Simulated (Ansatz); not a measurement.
**SiBr3Cl: small, medium and large basis sets**

An exercise on one series of results from a longer session: the logs are not shown, and one member is left open.

Program: Ansatz 0.2.0, Gaussian basis. Level of theory: one geometry, several basis sets. These are calculated values, not measurements.

Levels to be run: PBE0-D4/def2-SVP; ωB97M-V/def2-SVP; PBE0-D4/def2-QZVPP; ωB97M-V/def2-QZVPP; the functionals' def2-TZVPP values are taken from earlier runs.

### The relaxed structure

The geometry comes from an earlier relaxation with PBE0-D4 in a triple-zeta def2 set; it is a stationary point.

SMILES `Cl[Si](Br)(Br)Br`, 5 atoms, charge 0, spin multiplicity 1.

Atoms are counted from 1 here; the program's logs count them from 0.

Bond lengths: Cl1–Si2 2.027 Å, Si2–Br3 2.192 Å, Si2–Br4 2.192 Å, Si2–Br5 2.192 Å. Angles: Cl1–Si2–Br3 109.3°, Cl1–Si2–Br4 109.3°, Cl1–Si2–Br5 109.3°, Br3–Si2–Br4 109.7°, Br3–Si2–Br5 109.7°, Br4–Si2–Br5 109.7°.

The first run:

The input, in.yaml:

```yaml
crystal:
  periodic: [false, false, false]
  atoms:
    - {symbol: Cl, position_ang: [-0.766922, -0.194878, 1.885885]}
    - {symbol: Si, position_ang: [-0.000702, -0.017192, 0.017728]}
    - {symbol: Br, position_ang: [1.726123, -1.351880, -0.185060]}
    - {symbol: Br, position_ang: [-1.535052, -0.566728, -1.447952]}
    - {symbol: Br, position_ang: [0.626352, 2.057077, -0.311901]}
basis:
  gaussian: {orbitals: def2-SVP}
hamiltonian: {xc: pbe0, dispersion: d4}
output: {orbitals: {seedname: orbitals}}
```

The run is started by

```
$ ansatz run in.yaml --threads 2 --pin off --events-out ev --progress --plain --max-ram 31744MiB --backend cpu
```

Steps of the session up to this table: PBE0-D4 in def2-SVP; ωB97M-V in def2-SVP; PBE0-D4 in def2-QZVPP; ωB97M-V in def2-QZVPP.

One of the session's tables, all rows but one given; the rest of the session is left out.

It belongs to the step «Functionals by basis». 

| functional | basis | HOMO (eV) |
| --- | --- | --- |
| PBE0-D4 | def2-SVP | -8.63 |
| PBE0-D4 | def2-TZVPP | -8.70 |
| PBE0-D4 | def2-QZVPP | -8.71 |
| ωB97M-V | def2-SVP | -10.78 |
| ωB97M-V | def2-TZVPP | ? |
| ωB97M-V | def2-QZVPP | -10.90 |

**Question.** Estimate the row for ωB97M-V, def2-TZVPP.

**Answer.** HOMO (eV): -10.88. In the column «HOMO (eV)» it lies between ωB97M-V, def2-QZVPP (-10.90) and ωB97M-V, def2-SVP (-10.78).
